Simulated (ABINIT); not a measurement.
# CrN2 (Pnnm) in ABINIT: single point with PBEsol

Aim: the single point of CrN2 with PBEsol.

Everything below comes from runs of ABINIT 10.8.3 (patched build). Logs are shortened: lines on timing, memory, paths and dates and some standing lists are left out, and cuts for length are marked. The log counts tension as positive stress, the text compression.

**1. The crystal as given**

Symmetry: Pnnm, No. 58, orthorhombic system. The conventional cell has a = 3.902 Å, b = 4.810 Å, c = 2.784 Å, α = 90.00°, β = 90.00°, γ = 90.00°. Cr (site symmetry 2/m) has 6 N at 2.04 to 2.05 Å as nearest neighbours. N (site symmetry m) is surrounded by 1 N at 1.35 Å.

The cell comes from a database or a generator and needn't be the stable form of this composition.

**2. Single point, PBEsol, collinear spin, ferromagnetic start**

run.abi

```
pp_dirpath "./"
pseudos "Cr.GGA_PBE-JTH.xml, N.GGA_PBE-JTH.xml"

acell 3*1.0 Angstrom
rprim
     3.9017860000     0.0000000000     0.0000000000
     0.0000000000     4.8095120000     0.0000000000
     0.0000000000     0.0000000000     2.7841700000
ntypat 2
znucl 24 7
natom 6
typat 1 1 2 2 2 2
xred
     0.0000000000     0.0000000000     0.0000000000
     0.5000000000     0.5000000000     0.5000000000
     0.8661700000     0.5887750000     0.0000000000
     0.1338300000     0.4112250000     0.0000000000
     0.3661700000     0.9112250000     0.5000000000
     0.6338300000     0.0887750000     0.5000000000
chkprim 0
chksymtnons 0
tolsym 1.0e-6

ecut 26.0
pawecutdg 48.0
pawxcdev 0

kptopt 1
ngkpt 7 6 10
nshiftk 1
shiftk 0.0 0.0 0.0

ixc -116133

nband 31
occopt 3
tsmear 0.00183747

nsppol 2
spinat
     0.0000000000     0.0000000000     5.0000000000
     0.0000000000     0.0000000000     5.0000000000
     0.0000000000     0.0000000000     0.0000000000
     0.0000000000     0.0000000000     0.0000000000
     0.0000000000     0.0000000000     0.0000000000
     0.0000000000     0.0000000000     0.0000000000

nstep 100
tolvrs 1.0e-9

iomode 3
prtwf 0
prtden 0
prteig 0
prtebands 0
enunit 1
```

Potentials or basis: JTH PAW PBE v2.0.

Launch:

```bash
> mpirun --bind-to none -np 4 abinit run.abi > log 2>&1
```

run.abo:

```text
.Version 10.8.3 of ABINIT
 Symmetries : space group Pn n m (# 58); Bravais oP (primitive ortho.)
================================================================================
 Values of the parameters that define the memory need of the present run
     intxc =       0    ionmov =       0      iscf =      17    lmnmax =      18
     lnmax =       6     mgfft =      45  mpssoang =       3    mqgrid =    3001
     natom =       6  nloc_mem =       2    nspden =       2   nspinor =       1
    nsppol =       2      nsym =       8    n1xccc =       1    ntypat =       2
    occopt =       3   xclevel =       2
       mpw =        2256          nfft =       43740          nkpt =          96
Pmy_natom=         2
 PAW method is used; the additional fine FFT grid is defined by:
   mgfftf=        60    nfftf =    103680
================================================================================
================================================================================

--------------------------------------------------------------------------------
------------- Echo of variables that govern the present computation ------------
--------------------------------------------------------------------------------
 -outvars: echo values of preprocessed input variables --------
            acell      1.8897261259E+00  1.8897261259E+00  1.8897261259E+00 Bohr
              amu      5.19961000E+01  1.40067400E+01
          chkprim           0
      chksymtnons           0
             ecut      2.60000000E+01 Hartree
           enunit           1
                       outvar_i_n : Printing only first  50 k-points.
              ixc     -116133
                       outvar_i_n : Printing only first  50 k-points.
         kptrlatt        7    0    0      0    6    0      0    0   10
          kptrlen      5.16131486E+01
            natom           6
            nband          31
            ngfft          36      45      27
          ngfftdg          48      60      36
             nkpt          96
           nspden           2
           nsppol           2
            nstep         100
             nsym           8
           ntypat           2
                       prtocc : prtvol=0, do not print more k-points.
                       1.000000  1.000000  1.000000  1.000000  1.000000  1.000000
                       1.000000  1.000000  1.000000  1.000000  1.000000  1.000000
                       1.000000  1.000000  1.000000  1.000000  1.000000  1.000000
                       1.000000  1.000000  1.000000  1.000000  1.000000  1.000000
                       0.000000  0.000000  0.000000  0.000000  0.000000  0.000000
                       0.000000
                       1.000000  1.000000  1.000000  1.000000  1.000000  1.000000
                       1.000000  1.000000  1.000000  1.000000  1.000000  1.000000
                       1.000000  1.000000  1.000000  1.000000  1.000000  1.000000
                       1.000000  1.000000  1.000000  1.000000  1.000000  1.000000
                       0.000000  0.000000  0.000000  0.000000  0.000000  0.000000
                       0.000000
                       1.000000  1.000000  1.000000  1.000000  1.000000  1.000000
                       1.000000  1.000000  1.000000  1.000000  1.000000  1.000000
                       1.000000  1.000000  1.000000  1.000000  1.000000  1.000000
                       1.000000  1.000000  1.000000  1.000000  1.000000  1.000000
                       0.000000  0.000000  0.000000  0.000000  0.000000  0.000000
[... 268 lines left out ...]
                       1.000000  1.000000  1.000000  1.000000  1.000000  1.000000
                       0.000000  0.000000  0.000000  0.000000  0.000000  0.000000
                       0.000000
                       1.000000  1.000000  1.000000  1.000000  1.000000  1.000000
                       1.000000  1.000000  1.000000  1.000000  1.000000  1.000000
                       1.000000  1.000000  1.000000  1.000000  1.000000  1.000000
                       1.000000  1.000000  1.000000  1.000000  1.000000  1.000000
                       0.000000  0.000000  0.000000  0.000000  0.000000  0.000000
                       0.000000
                       1.000000  1.000000  1.000000  1.000000  1.000000  1.000000
                       1.000000  1.000000  1.000000  1.000000  1.000000  1.000000
                       1.000000  1.000000  1.000000  1.000000  1.000000  1.000000
                       1.000000  1.000000  1.000000  1.000000  1.000000  1.000000
                       0.000000  0.000000  0.000000  0.000000  0.000000  0.000000
                       0.000000
                       prtocc : prtvol=0, do not print more k-points.
           occopt           3
        pawecutdg      4.80000000E+01 Hartree
         pawxcdev           0
           prtden           0
        prtebands           0
           prteig           0
            prtwf           0
            rprim      3.9017860000E+00  0.0000000000E+00  0.0000000000E+00
[... 190 lines left out ...]
 rms dE/dt=  6.6691E-03; max dE/dt=  1.4084E-02; dE/dt below (all hartree)
    1       0.000000000000      0.000000000000      0.000000000000
    2       0.000000000000      0.000000000000      0.000000000000
    3      -0.001335979655      0.014083977629      0.000000000000
    4       0.001335979655     -0.014083977629      0.000000000000
    5      -0.001335979655     -0.014083977629      0.000000000000
    6       0.001335979655      0.014083977629      0.000000000000

 cartesian coordinates (angstrom) at end:
    1      0.00000000000000     0.00000000000000     0.00000000000000
    2      1.95089300000000     2.40475600000000     1.39208500000000
    3      3.37960997962000     2.83172042780000     0.00000000000000
    4      0.52217602038000     1.97779157220000     0.00000000000000
    5      1.42871697962000     4.38254757220000     1.39208500000000
    6      2.47306902038000     0.42696442780000     1.39208500000000

 cartesian forces (hartree/bohr) at end:
    1     -0.00000000000000    -0.00000000000000    -0.00000000000000
    2     -0.00000000000000    -0.00000000000000    -0.00000000000000
    3      0.00018119137937    -0.00154962083367    -0.00000000000000
    4     -0.00018119137937     0.00154962083367    -0.00000000000000
    5      0.00018119137937     0.00154962083367    -0.00000000000000
    6     -0.00018119137937    -0.00154962083367    -0.00000000000000
 frms,max,avg= 7.3547491E-04 1.5496208E-03   0.000E+00  0.000E+00  0.000E+00 h/b

 cartesian forces (eV/Angstrom) at end:
    1     -0.00000000000000    -0.00000000000000    -0.00000000000000
    2     -0.00000000000000    -0.00000000000000    -0.00000000000000
    3      0.00931723534265    -0.07968470712556    -0.00000000000000
    4     -0.00931723534265     0.07968470712556    -0.00000000000000
    5      0.00931723534265     0.07968470712556    -0.00000000000000
    6     -0.00931723534265    -0.07968470712556    -0.00000000000000
 frms,max,avg= 3.7819640E-02 7.9684707E-02   0.000E+00  0.000E+00  0.000E+00 e/A
 length scales=  1.889726125908  1.889726125908  1.889726125908 bohr
              =  1.000000000000  1.000000000000  1.000000000000 angstroms
 Fermi (or HOMO) energy (eV) =   8.69033   Average Vxc (eV)= -12.69616
 Eigenvalues (   eV  ) for nkpt=  96  k points, SPIN UP:
 kpt#   1, nband= 31, wtk=  0.00238, kpt=  0.0000  0.0000  0.0000 (reduced coord)
 -63.84876  -63.84235  -35.35000  -35.31195  -35.24259  -35.22560  -35.19242  -35.18057
 -11.85959  -10.87916   -2.67012   -2.08463    1.04010    1.08715    2.67008    3.98341
   4.20964    4.64082    4.71721    5.71513    6.22032    6.23205    7.38294    7.56559
   7.90441    7.92250    8.13250    8.25785   11.76290   13.67029   13.76038
 prteigrs : prtvol=0 or 1, do not print more k-points.

 Eigenvalues (   eV  ) for nkpt=  96  k points, SPIN DOWN:
 kpt#   1, nband= 31, wtk=  0.00238, kpt=  0.0000  0.0000  0.0000 (reduced coord)
 -61.59566  -61.58844  -33.20108  -33.18783  -33.10869  -33.09658  -32.80951  -32.77200
 -11.87792  -10.93624   -2.70996   -2.16888    1.21320    1.38863    2.65710    3.92335
   4.57610    4.85645    5.33314    5.51248    7.05162    7.10039    9.15571    9.17790
   9.83071   10.28615   10.85235   10.91114   13.13008   14.29303   14.36470
 prteigrs : prtvol=0 or 1, do not print more k-points.

--- !EnergyTerms
iteration_state     : {dtset: 1, }
comment             : Components of total free energy in Hartree
kinetic             :  5.40894370595123E+01
hartree             :  4.53032912674081E+01
xc                  : -1.98990243710035E+01
Ewald energy        : -1.58748680092194E+02
psp_core            :  9.03964472835597E+00
local_psp           : -1.38052709825279E+02
PAW spherical_terms : -6.44141567186518E+00
internal            : -2.14709456905066E+02
'-kT*entropy'       : -3.02984470327853E-04
total_energy        : -2.14709759889536E+02
total_energy_eV     : -5.84255020713600E+03
...

--- !EnergyTermsDC
iteration_state     : {dtset: 1, }
comment             : '"Double-counting" decomposition of free energy'
band_energy         : -2.20610711262004E+01
Ewald energy        : -1.58748680092194E+02
psp_core            :  9.03964472835597E+00
xc_dc               : -4.04678644400307E+01
PAW spherical_terms : -2.47148845475173E+00
internal            : -2.14709459384821E+02
'-kT*entropy'       : -3.02984470327853E-04
total_energy_dc     : -2.14709762369291E+02
total_energy_dc_eV  : -5.84255027461358E+03
...

--- !EnergyTermsWithPAWCore
iteration_state     : {dtset: 1, }
comment             : 'Components of total free energy, including PAW core contributions'
Total energy        : -2.31792384859207E+03
Total energy DC     : -2.31792385107182E+03
Total energy (eV)   : -6.30739211328095E+04
Total energy DC (eV): -6.30739212002871E+04
...

 Cartesian components of stress tensor (hartree/bohr^3)
  sigma(1 1)=  3.69221744E-04  sigma(3 2)=  0.00000000E+00
  sigma(2 2)=  3.35274957E-04  sigma(3 1)=  0.00000000E+00
  sigma(3 3)=  2.90022614E-04  sigma(2 1)=  0.00000000E+00

-Cartesian components of stress tensor (GPa)         [Pressure= -9.7533E+00 GPa]
- sigma(1 1)=  1.08628787E+01  sigma(3 2)=  0.00000000E+00
- sigma(2 2)=  9.86412979E+00  sigma(3 1)=  0.00000000E+00
- sigma(3 3)=  8.53275988E+00  sigma(2 1)=  0.00000000E+00

== END DATASET(S) ==============================================================
================================================================================

 -outvars: echo values of variables after computation  --------
            acell      1.8897261259E+00  1.8897261259E+00  1.8897261259E+00 Bohr
           etotal     -2.1470976237E+02
            fcart     -0.0000000000E+00 -3.6140072416E-20 -0.0000000000E+00
                      -0.0000000000E+00 -3.6140072416E-20 -0.0000000000E+00
                       1.8119137937E-04 -1.5496208337E-03 -0.0000000000E+00
                      -1.8119137937E-04  1.5496208337E-03 -0.0000000000E+00
                       1.8119137937E-04  1.5496208337E-03 -0.0000000000E+00
                      -1.8119137937E-04 -1.5496208337E-03 -0.0000000000E+00
            rprim      3.9017860000E+00  0.0000000000E+00  0.0000000000E+00
                       0.0000000000E+00  4.8095120000E+00  0.0000000000E+00
                       0.0000000000E+00  0.0000000000E+00  2.7841700000E+00
           strten      3.6922174357E-04  3.3527495706E-04  2.9002261360E-04
                       0.0000000000E+00  0.0000000000E+00  0.0000000000E+00
           xangst      0.0000000000E+00  0.0000000000E+00  0.0000000000E+00
                       1.9508930000E+00  2.4047560000E+00  1.3920850000E+00
                       3.3796099796E+00  2.8317204278E+00  0.0000000000E+00
                       5.2217602038E-01  1.9777915722E+00  0.0000000000E+00
                       1.4287169796E+00  4.3825475722E+00  1.3920850000E+00
                       2.4730690204E+00  4.2696442780E-01  1.3920850000E+00
             xred      0.0000000000E+00  0.0000000000E+00  0.0000000000E+00
                       5.0000000000E-01  5.0000000000E-01  5.0000000000E-01
                       8.6617000000E-01  5.8877500000E-01  0.0000000000E+00
                       1.3383000000E-01  4.1122500000E-01  0.0000000000E+00
                       3.6617000000E-01  9.1122500000E-01  5.0000000000E-01
                       6.3383000000E-01  8.8775000000E-02  5.0000000000E-01
 Calculation completed.
```

Wall time 4.2 min (4 MPI ranks of Arm Neoverse V2, shared host); peak memory 0.88 GiB.

What came out:

* Free energy: -5842.5503 eV
* Pressure: -9.8 GPa
* Largest force: 0.080 eV/Å
* Band gap on the k mesh: none (metal or under the smearing width)
* Net moment: 4.23 μB per cell
* Site moments: Cr +2.09; N -0.06 μB
* Valence electrons inside the program's atomic spheres: Cr 12.12; N 2.57

Forces in eV/Å, atoms in the order of the input:
```
Cr   0.000  0.000  0.000
Cr   0.000  0.000  0.000
N    0.009 -0.080  0.000
N   -0.009  0.080  0.000
N    0.009  0.080  0.000
N   -0.009 -0.080  0.000
```

Caveat: the PAW data sets were made with another functional, which shifts forces and pressure a little; only a ferromagnetic start was run, and an antiferromagnetic order may lie lower in energy. With open d or f shells a metallic result of PBEsol can be an artefact of self-interaction; +U or a hybrid may open a gap.

**3. For comparison**

An earlier run on the cell as given: functional PBEsol; potentials or basis JTH PAW PBE v2.0; cutoff 707 eV; k mesh 7 × 6 × 10; occupations fermi-dirac, width 0.05 eV; collinear spin, ferromagnetic start; starting moments [3.0, 3.0, 0.0, 0.0, 0.0, 0.0] μB.

* Pressure: -9.8 GPa
* Largest force: 0.080 eV/Å
* Band gap on the k mesh: none (metal or under the smearing width)
* Net moment: 4.23 μB per cell
* Site moments: Cr +2.09; N -0.06 μB
* Valence electrons inside the program's atomic spheres: Cr 12.12; N 2.57
